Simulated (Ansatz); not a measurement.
## BBrH4O2Si, SMILES OB(Br)O[SiH3]: vertical energies of changing the electron count, step by step

Program: the Ansatz DFT code, driven from Python.

At the Python prompt:
```pycon
>>> import ansatz as az
>>> from ase import Atoms
>>> def energy(molecule, charge=0, unpaired=0):
...     calc = (
...         molecule.calculation()
...         .basis(gaussian='6-31G*')
...         .functional('pbe', dispersion='d4')
...     )
...     if charge:
...         calc = calc.charge(charge)
...     if unpaired:
...         calc = calc.spin('collinear', total=unpaired)
...     return calc.run(threads=1).report['free_energy_ev']
...
>>> atoms = Atoms(['O', 'B', 'Br', 'O', 'Si', 'H', 'H', 'H', 'H'], positions=[
...     [1.5555, 1.452, -0.3527],
...     [1.2322, 0.1238, 0.0638],
...     [2.0522, -0.5717, 1.7242],
...     [0.5355, -0.7597, -0.798],
...     [-1.1731, -0.6261, -0.3003],
...     [0.7792, 2.0507, 0.0365],
...     [-1.6125, 0.7682, -0.4612],
...     [-1.9791, -1.4911, -1.1023],
...     [-1.3014, -0.9925, 1.1729],
... ])
>>> bbrh4o2si = az.Crystal.molecule_from_ase(atoms)
>>> # total-energy differences at one geometry
>>> parent = energy(bbrh4o2si, 0, 0)
>>> cation = energy(bbrh4o2si, 1, 1)
>>> print(f'E(N)   = {parent:.5f} eV')
E(N)   = -82734.03491 eV
>>> print(f'E(N-1) = {cation:.5f} eV  (1 unpaired)')
E(N-1) = -82724.34470 eV  (1 unpaired)
>>> print(f'vertical ionisation energy {cation - parent:.3f} eV')
vertical ionisation energy 9.690 eV
```

At this unrelaxed geometry removing an electron costs 9.69 eV.

Reading the output:
- Total energies depend on the basis set; only differences at equal settings carry meaning.
- The geometry is a force-field or estimated start, not a minimum of this method, and the basis set is short of its limit. All parts are taken at fixed geometry, without zero-point energy. At an unrelaxed start these energies can be a whole eV from those at the minimum, and a small affinity can change sign.
- Hardware and time: 17 s on 1 thread of Arm Neoverse V1, with other jobs on the host, peak memory 0.26 GiB.
